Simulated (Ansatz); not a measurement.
# ClH2NSi: interaction energy of a dimer with the counterpoise correction in Python

The task is the interaction energy of a dimer with the counterpoise correction, for ClH2NSi. SMILES: N[Si]Cl.

All numbers are computed with Ansatz 0.2.0, driven from Python. Level of theory: MP2/def2-SVP.

## Step 1: The system

Bond lengths: N1–Si2 1.654 Å, Si2–Cl3 2.052 Å, N1–H4 0.991 Å, N1–H5 1.013 Å. Angles: N1–Si2–Cl3 105.1°, Si2–N1–H4 111.1°, Si2–N1–H5 114.3°, H4–N1–H5 101.5°.

No structure file is read: the coordinates are typed or built in the script.

## Step 2: The code

File run_dimer.py:

```python
"""Interaction energy of two ClH2NSi molecules, with the counterpoise correction."""

import ansatz as az

FIRST = [
    ("N", (0.0148, 0.8485, -0.112)),
    ("Si", (0.4043, -0.1929, 1.1131)),
    ("Cl", (0.0162, -2.0643, 0.3671)),
    ("H", (-0.9326, 0.7423, -0.3836)),
    ("H", (0.4971, 0.6663, -0.9845)),
]
SECOND = [
    ("N", (5.3411, 1.0291, -2.8433)),
    ("Si", (4.1313, 0.0981, -2.2056)),
    ("Cl", (2.3945, 1.0851, -2.6735)),
    ("H", (5.3196, 1.9473, -2.4705)),
    ("H", (5.2488, 1.2115, -3.8359)),
]

def energy(atoms, ghosts=()):
    molecule = az.Crystal.molecule()
    for symbol, xyz in atoms:
        molecule = molecule.atom(symbol, xyz)
    calc = (
        molecule.calculation()
        .basis(gaussian="def2-SVP")
        .correlation("mp2")
    )
    deck = calc.input()
    if ghosts:
        deck = deck.set(az.key.basis.gaussian.ghost_atoms, [{"symbol": s, "position_ang": list(xyz)} for s, xyz in ghosts])
    return az.Session.from_dict(deck).plan().execute().report["free_energy_ev"]

# monomers in their own basis and in the basis of the dimer
both = energy(FIRST + SECOND)
alone = energy(FIRST) + energy(SECOND)
ghosted = energy(FIRST, SECOND) + energy(SECOND, FIRST)
print(f"dimer {both:.6f} eV")
print(f"interaction, uncorrected   {23.060548 * (both - alone):8.3f} kcal/mol")
print(f"interaction, counterpoise  {23.060548 * (both - ghosted):8.3f} kcal/mol")
print(f"basis-set superposition    {23.060548 * (alone - ghosted):8.3f} kcal/mol")
```

## Step 3: The calls as engine input

The package turns the script's settings into the engine's input (first run):

```yaml
crystal:
  periodic: [false, false, false]
  atoms:
    - { symbol: "N", position_ang: [0.0148, 0.8485, -0.112] }
    - { symbol: Si, position_ang: [0.4043, -0.1929, 1.1131] }
    - { symbol: Cl, position_ang: [0.0162, -2.0643, 0.3671] }
    - { symbol: H, position_ang: [-0.9326, 0.7423, -0.3836] }
    - { symbol: H, position_ang: [0.4971, 0.6663, -0.9845] }
    - { symbol: "N", position_ang: [5.3411, 1.0291, -2.8433] }
    - { symbol: Si, position_ang: [4.1313, 0.0981, -2.2056] }
    - { symbol: Cl, position_ang: [2.3945, 1.0851, -2.6735] }
    - { symbol: H, position_ang: [5.3196, 1.9473, -2.4705] }
    - { symbol: H, position_ang: [5.2488, 1.2115, -3.8359] }
basis:
  gaussian:
    orbitals: def2-SVP
correlation:
  method: mp2
```

## Step 4: The run

Launch:

```sh
$ python run_dimer.py
```

What it wrote:

```text
dimer -43764.878726 eV
interaction, uncorrected     -2.773 kcal/mol
interaction, counterpoise    -1.164 kcal/mol
basis-set superposition       1.609 kcal/mol
```

Wall time 8.5 s (1 thread of Arm Neoverse V1, shared host); peak memory 0.35 GiB.

## Step 5: Inputs of later runs

The engine's inputs for some of the other runs:

Run 2, against run 1:

```diff
@@ -9,5 +8,0 @@
-    - { symbol: "N", position_ang: [5.3411, 1.0291, -2.8433] }
-    - { symbol: Si, position_ang: [4.1313, 0.0981, -2.2056] }
-    - { symbol: Cl, position_ang: [2.3945, 1.0851, -2.6735] }
-    - { symbol: H, position_ang: [5.3196, 1.9473, -2.4705] }
-    - { symbol: H, position_ang: [5.2488, 1.2115, -3.8359] }
```

Run 4, against run 1:

```diff
@@ -9,5 +8,0 @@
-    - { symbol: "N", position_ang: [5.3411, 1.0291, -2.8433] }
-    - { symbol: Si, position_ang: [4.1313, 0.0981, -2.2056] }
-    - { symbol: Cl, position_ang: [2.3945, 1.0851, -2.6735] }
-    - { symbol: H, position_ang: [5.3196, 1.9473, -2.4705] }
-    - { symbol: H, position_ang: [5.2488, 1.2115, -3.8359] }
@@ -16,0 +12,6 @@
+    ghost_atoms:
+      - { symbol: "N", position_ang: [5.3411, 1.0291, -2.8433] }
+      - { symbol: Si, position_ang: [4.1313, 0.0981, -2.2056] }
+      - { symbol: Cl, position_ang: [2.3945, 1.0851, -2.6735] }
+      - { symbol: H, position_ang: [5.3196, 1.9473, -2.4705] }
+      - { symbol: H, position_ang: [5.2488, 1.2115, -3.8359] }
```

Run 5, against run 1:

```diff
@@ -4,5 +3,0 @@
-    - { symbol: "N", position_ang: [0.0148, 0.8485, -0.112] }
-    - { symbol: Si, position_ang: [0.4043, -0.1929, 1.1131] }
-    - { symbol: Cl, position_ang: [0.0162, -2.0643, 0.3671] }
-    - { symbol: H, position_ang: [-0.9326, 0.7423, -0.3836] }
-    - { symbol: H, position_ang: [0.4971, 0.6663, -0.9845] }
@@ -16,0 +12,6 @@
+    ghost_atoms:
+      - { symbol: "N", position_ang: [0.0148, 0.8485, -0.112] }
+      - { symbol: Si, position_ang: [0.4043, -0.1929, 1.1131] }
+      - { symbol: Cl, position_ang: [0.0162, -2.0643, 0.3671] }
+      - { symbol: H, position_ang: [-0.9326, 0.7423, -0.3836] }
+      - { symbol: H, position_ang: [0.4971, 0.6663, -0.9845] }
```

## Step 6: The engine's runs

One row for each of the 5 runs:

| run | system | ghost atoms | energy (eV) | iterations in all | CPU time (s) |
| --- | --- | --- | --- | --- | --- |
| 1 | Cl2H4N2Si2 | not set | -43764.8787 | 20 | 4.1 |
| 2 | ClH2NSi | not set | -21882.3793 | 15 | 0.42 |
| 3 | ClH2NSi | not set | -21882.3792 | 15 | 0.4 |
| 4 | ClH2NSi | a list of 5 | -21882.3896 | 18 | 1.5 |
| 5 | ClH2NSi | a list of 5 | -21882.4386 | 18 | 1.5 |

Totals carry meaning only in balanced differences at one level of theory.

## Step 7: Results

| quantity | value |
| --- | --- |
| interaction energy, uncorrected | -2.773 kcal/mol |
| interaction energy, counterpoise | -1.164 kcal/mol |
| runs compared | 5 |

What this shows: The counterpoise correction takes away 58 % of the apparent binding. Uncorrected it is -2.773 kcal/mol, with the counterpoise correction -1.164 kcal/mol; the difference, 1.61 kcal/mol, is the superposition error. The dimer is a generated trial pose of unrelaxed monomers, not a minimum, so the figure is no binding energy, and the basis set is small.
